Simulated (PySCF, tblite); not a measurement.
**C₃H₉SeSi₂ radical: geometry, infrared bands and EPR parameters**

What infrared bands and EPR parameters should C₃H₉SeSi₂ radical (`C/[C]=C/[SiH2][Se][SiH3]`) show?

Programs: tblite 0.8.0 and PySCF 2.14.0, with density-fitted response routines of our own. Each step states its level of theory. These are calculated values for one molecule in the gas phase, unless marked as measured. Atoms count from 0, in the outputs and in this text.

## Step 1: The molecule as given

15 atoms, charge 0, multiplicity 2; geometry from: force field or distance geometry start.

Bonds of the start (Å): C0–C1 1.47, C1–C2 1.33, C2–Si3 1.84, Si3–Se4 2.25, Se4–Si5 2.25, C0–H6 1.13, C0–H7 1.13, C0–H8 1.10, C2–H9 1.07, Si3–H10 1.50, Si3–H11 1.48, Si5–H12 1.45, Si5–H13 1.49, Si5–H14 1.48.

## Step 2: Optimising the geometry with GFN2-xTB

What the job is given:

```
{"job": {"kind": "relax", "xc": "GFN2-xTB", "basis": "xTB"}, "charge": 0, "multiplicity": 2}
C     -2.938100     1.017500    -0.307600
C     -2.009200     0.259600     0.547000
C     -0.864800    -0.225800     0.060600
Si     0.210600    -1.149200     1.228100
Se     2.245600    -1.626400     0.401100
Si     3.207200     0.034100    -0.783300
H     -3.844700     0.387900    -0.532000
H     -3.343400     1.920100     0.237100
H     -2.508100     1.275100    -1.282200
H     -0.606600    -0.077000    -0.967300
H     -0.435300    -2.462800     1.562900
H      0.397400    -0.412000     2.493900
H      2.646600     1.352100    -0.551600
H      4.657500     0.083600    -0.441000
H      3.181000    -0.368700    -2.204500
```

Started as:

```sh
$ OMP_NUM_THREADS=1 python probes_run.py task.json out
```

This one command runs all jobs of the session in turn.

**Question.** This job is followed by: GFN2-xTB harmonic vibrations, gas phase; UKS B3LYP, def2-TZVP-core on Se, pcH-1 on C H Si, non-relativistic, mean-field spin-orbit, GIAO. Predict these results of the whole session: strongest single infrared mode (GFN2-xTB); zero-point energy (GFN2-xTB); g(iso) (B3LYP); ⟨S²⟩; largest a(iso) (averaged by class); potential on the surface of density 0.002 e/bohr³, 1st and 99th percentile.

**Answer**, as computed:

| quantity | value |
| --- | --- |
| strongest single infrared mode (GFN2-xTB) | 666 cm⁻¹, 435 km/mol |
| zero-point energy (GFN2-xTB) | 60.1 kcal/mol |
| g(iso) (B3LYP) | 2.00254 |
| ⟨S²⟩ | 0.758 (exact 0.75) |
| largest a(iso) (averaged by class) | 13C on C1, 223.8 MHz |
| potential on the surface of density 0.002 e/bohr³, 1st and 99th percentile | -0.87 V and 1.04 V |

What this shows: The optimisation took 111 steps and gained 0.571 eV; among the close pairs (by a distance rule), C2–Si3 changed most, from 1.836 to 1.899 Å. All 39 modes are real, so the xTB geometry is a minimum. The strongest single mode, at 666 cm⁻¹, moves mainly H11 and H10. GFN2-xTB is a fitted tight-binding method: band positions and strengths are rough. Its intensities can rank the bands wrongly. C1 carries the largest spin population, 0.94 e. The isotropic g lies 0.2 ppt above the free-electron value. The hyperfine terms hold no scalar relativity, which the heavier nuclei need. These values are for one conformer; the search (at its own cheap level) found 2 more, at 0.07, 0.72 kcal/mol, and measured spectra average over such forms.
